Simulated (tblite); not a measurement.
# C2H6B4Cl2S: the cost of one run

Computed with tblite 0.8.0 and PySCF 2.14.0, with density-fitted response routines of our own, on a single molecule in the gas phase. Atoms count from 0, in the outputs and in this text.

**1. The molecule as given**

15 atoms, charge 0, multiplicity 1; geometry from: force field or distance geometry start.

Bonds of the start (Å): C0–B1 1.59, B1–B2 1.65, B2–S3 1.88, S3–B4 1.90, B4–B5 1.66, B5–Cl6 1.85, B5–Cl7 1.85, B4–C8 1.59, C8–B1 1.60, C0–H9 1.12, C0–H10 1.11, C0–H11 1.11, B2–H12 1.19, C8–H13 1.10, C8–H14 1.10.

**2. Relaxing the molecule with GFN2-xTB**

What the job is given:

```
{"job": {"kind": "relax", "xc": "GFN2-xTB", "basis": "xTB"}, "charge": 0, "multiplicity": 1}
C     -2.148400    -0.524700     0.476700
B     -1.010100    -0.236000    -0.590500
B     -0.751300     1.291700    -1.145600
S      0.998000     1.537300    -1.776300
B      1.468900     0.138700    -0.576800
B      2.505300     0.449900     0.678900
Cl     3.500100     2.009900     0.702000
Cl     2.749700    -0.777200     2.038500
C      0.383000    -1.018100    -0.485900
H     -3.095400    -0.012900     0.168100
H     -1.849500    -0.144800     1.471800
H     -2.346900    -1.616900     0.543200
H     -1.343000     2.189200    -0.624000
H      0.456800    -1.593300     0.454600
H      0.478100    -1.684900    -1.356600
```

Launch:

```
OMP_NUM_THREADS=1 python probes_run.py task.json out
```

The driver reads the jobs from task.json and runs them one after another.

Q: Estimate the wall time of this first job on 1 thread of Arm Neoverse N1, shared host.

About 2 s.
